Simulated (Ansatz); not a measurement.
# CH7BOSiZn: a nudged elastic band in two tries

The task is a band of images between two relaxed ends. SMILES of the start: B[SiH](C)[O][ZnH].

All numbers below are computed with Ansatz 0.2.0 (RHF/def2-SVP).

**1. Starting point**

Bond lengths: B1–Si2 2.043 Å, Si2–C3 1.891 Å, Si2–O4 1.626 Å, O4–Zn5 1.776 Å, B1–H6 1.205 Å, B1–H7 1.205 Å, Si2–H8 1.501 Å, C3–H9 1.093 Å, C3–H10 1.093 Å, C3–H11 1.093 Å, Zn5–H12 1.552 Å. Angles (14 of 17 angles, heavy atoms first): B1–Si2–C3 110.7°, B1–Si2–O4 112.9°, C3–Si2–O4 110.3°, Si2–O4–Zn5 165.6°, B1–Si2–H8 105.2°, C3–Si2–H8 107.2°, O4–Si2–H8 110.2°, Si2–B1–H6 123.1°, Si2–B1–H7 120.9°, Si2–C3–H9 111.3°, Si2–C3–H10 111.2°, Si2–C3–H11 110.6°, O4–Zn5–H12 179.1°, H6–B1–H7 116.0°.

As a file:

```xyz
12

B    -1.8708   -0.1532    0.8711
Si   -0.1951   -0.3240   -0.2842
C     1.1210   -1.3572    0.5962
O     0.4188    1.1158   -0.7260
Zn    0.7658    2.6693   -1.5130
H    -2.4807    0.8780    0.9964
H    -2.3277   -1.1091    1.4445
H    -0.6291   -1.0956   -1.4957
H     1.4502   -0.8757    1.5211
H     0.7394   -2.3500    0.8496
H     1.9998   -1.4849   -0.0412
H     1.0853    4.0313   -2.1847
```

**2. First try**

The input, input.yaml:

```yaml
crystal:
  periodic: [false, false, false]
  atoms:
    - { symbol: B, position_ang: [-1.870829, -0.153209, 0.871094] }
    - { symbol: Si, position_ang: [-0.195094, -0.323979, -0.284213] }
    - { symbol: C, position_ang: [1.121039, -1.357195, 0.596179] }
    - { symbol: O, position_ang: [0.418841, 1.115827, -0.726026] }
    - { symbol: Zn, position_ang: [0.765772, 2.669345, -1.513015] }
    - { symbol: H, position_ang: [-2.480688, 0.877964, 0.996415] }
    - { symbol: H, position_ang: [-2.327678, -1.109077, 1.44448] }
    - { symbol: H, position_ang: [-0.629126, -1.095642, -1.495725] }
    - { symbol: H, position_ang: [1.450159, -0.875696, 1.521137] }
    - { symbol: H, position_ang: [0.73941, -2.349989, 0.849559] }
    - { symbol: H, position_ang: [1.999845, -1.484915, -0.041161] }
    - { symbol: H, position_ang: [1.085348, 4.031267, -2.184723] }
basis:
  gaussian: { orbitals: def2-SVP }
hamiltonian:
  xc: hf
neb:
  order_check: false
  images: 5
  f_tol: 0.03
  max_iterations: 8
  initial_path: idpp
  final_atoms:
    - { symbol: H, position_ang: [-0.52453878, 0.04400337, -2.97140061] }
    - { symbol: H, position_ang: [2.15430426, -0.91931605, 0.17499148] }
    - { symbol: H, position_ang: [0.76716112, -1.92583384, -0.29469808] }
    - { symbol: H, position_ang: [1.167954, -1.73311946, 1.40911643] }
    - { symbol: H, position_ang: [-0.25537533, 0.71112967, -2.76799064] }
    - { symbol: H, position_ang: [-2.25338077, -0.07827928, 2.18581239] }
    - { symbol: H, position_ang: [-2.72846627, -0.29846794, 0.19744151] }
    - { symbol: Zn, position_ang: [2.00576652, 3.47913067, -0.20623417] }
    - { symbol: O, position_ang: [0.48531355, 1.6967535, 0.27754189] }
    - { symbol: C, position_ang: [1.14074308, -1.21385926, 0.44669987] }
    - { symbol: Si, position_ang: [0.02290032, 0.27240999, 0.54206661] }
    - { symbol: B, position_ang: [-1.9053827, -0.08985035, 1.04065431] }
```

The run is started by

```sh
$ ansatz run input.yaml --threads 2 --pin off --max-ram 3072MiB --backend cpu --events-out ev --progress --plain --runs-dir out
```

Before running it: what results should come out? Wanted: first try.

**Answer**, as computed:

| quantity | value |
| --- | --- |
| first try | refused |
| cause | the second end lists its atoms in reverse order, and the band pairs atoms by their place in the list |

**Reading.** The fault in the first input was caught at the input check and cost nothing.
